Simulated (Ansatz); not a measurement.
# Si2H3F2 radical: one species, many methods

How much do the methods differ for Si2H3F2 radical? The plan is to run it at one geometry with functionals of several rungs and with coupled cluster, and see how far each lands from CCSD(T) at the basis-set limit for the atomisation energy.

The runs use Ansatz 0.2.0, Gaussian basis; functionals in def2-TZVPP, the program's frozen cores in correlated methods.

Plan: LDA (SPW92), PBE-D4, revPBE-D4, BLYP-D4, r2SCAN-D4, B97M-V, PBE0-D4, B3LYP-D4, r2SCANh-D4, r2SCAN0-D4, HSE06-D4, BHLYP-D4, CAM-B3LYP-D4, LC-ωPBE, ωB97X-V, ωB97M-V, B2PLYP, PBE-QIDH; CCSD(T)/def2-SVP; CCSD(T)/def2-TZVPP; CCSD(T)/def2-QZVPP; extrapolation to the limit; RPA on PBE.

### 1 The geometry

An earlier PBE0-D4 in a triple-zeta def2 set relaxation fixed the geometry.

SMILES `F[SiH](F)[SiH2]`, 7 atoms, charge 0, spin multiplicity 2.

Atoms are counted from 1 here; the program's logs count them from 0.

Bond lengths: F1–Si2 1.593 Å, Si2–F3 1.592 Å, Si2–Si4 2.324 Å, Si2–H5 1.480 Å, Si4–H6 1.486 Å, Si4–H7 1.486 Å. Angles: F1–Si2–F3 106.3°, F1–Si2–Si4 112.7°, F1–Si2–H5 107.3°, F3–Si2–Si4 108.4°, F3–Si2–H5 108.2°, Si4–Si2–H5 113.6°, Si2–Si4–H6 113.7°, Si2–Si4–H7 115.5°, H6–Si4–H7 111.5°.

### 2 LDA

This LDA is Slater exchange with PW92 correlation.

in.yaml

```yaml
crystal:
  periodic: [false, false, false]
  atoms:
    - {symbol: F, position_ang: [-0.375529, -1.578787, 1.205948]}
    - {symbol: Si, position_ang: [0.600416, -0.645392, 0.361046]}
    - {symbol: F, position_ang: [1.259452, -1.577365, -0.748619]}
    - {symbol: Si, position_ang: [-0.517548, 1.089508, -0.706295]}
    - {symbol: H, position_ang: [1.670432, -0.186410, 1.274491]}
    - {symbol: H, position_ang: [-0.987897, 2.155035, 0.217068]}
    - {symbol: H, position_ang: [-1.588127, 0.675408, -1.649340]}
basis:
  gaussian: {orbitals: def2-TZVPP}
magnetization: {spin_polarized: true, initial_magnetization: 1}
hamiltonian: {xc: lda}
output: {orbitals: {seedname: orbitals}}
```

Command:

```bash
$ ansatz run in.yaml --threads 2 --pin off --events-out ev --progress --plain --max-ram 22528MiB --backend cpu
```

Further steps of the session: PBE-D4 (GGA); revPBE-D4 (GGA); BLYP-D4 (GGA); r2SCAN-D4 (meta-GGA); B97M-V (meta-GGA); B3LYP-D4 (hybrid); r2SCANh-D4 (hybrid); r2SCAN0-D4 (hybrid); HSE06-D4 (hybrid); BHLYP-D4 (hybrid); CAM-B3LYP-D4 (range-separated); LC-ωPBE (range-separated); ωB97X-V (range-separated); ωB97M-V (range-separated); B2PLYP (double hybrid); PBE-QIDH (double hybrid); CCSD(T) in def2-SVP; CCSD(T) in def2-TZVPP; CCSD(T) in def2-QZVPP; RPA on PBE orbitals.

Q: Predict the results of all the runs planned. Wanted: atomisation energy, CCSD(T)/CBS; farthest beyond LDA; mean size of error, GGA; mean size of error, meta-GGA; mean size of error, hybrid; mean size of error, range-separated; mean size of error, double hybrid; gap, smallest and largest; T1 diagnostic.

**Answer**, as computed:

| quantity | value |
| --- | --- |
| atomisation energy, CCSD(T)/CBS | 24.384 eV |
| functionals within 0.122 eV (0.5 %) | PBE-D4, r2SCAN-D4, B97M-V, CAM-B3LYP-D4, ωB97X-V |
| farthest beyond LDA | BHLYP-D4 (-0.867 eV) |
| mean size of error, GGA | 0.378 eV |
| mean size of error, meta-GGA | 0.020 eV |
| mean size of error, hybrid | 0.478 eV |
| mean size of error, range-separated | 0.150 eV |
| mean size of error, double hybrid | 0.490 eV |
| gap, smallest and largest | 1.13 eV (LDA (SPW92)), 8.52 eV (LC-ωPBE) |
| T1 diagnostic | 0.0142 |
| triples share of the correlation energy | 2.9 % |

**Reading.** The LDA atomisation energy is off by 2.926 eV (12 %): it overbinds. PBE-D4 misses by -0.120 eV. Double hybrids carry the basis error of their MP2 part in triple zeta, and no dispersion term here, so their miss is partly the set-up's. By mean error the best rung here is meta-GGA (0.020 eV) and the worst beyond LDA is double hybrid (0.490 eV). Misses under about 0.122 eV are within the doubt on the reference itself, which lacks core-valence correlation, relativity and higher excitations. Hartree-Fock recovers 75 % of the binding; the rest is correlation. CCSD(T) in def2-SVP is off by -2.278 eV, more than most functionals: a good method in a small basis is no reference. Orbital gaps span 1.1 to 8.5 eV; exact exchange widens them.
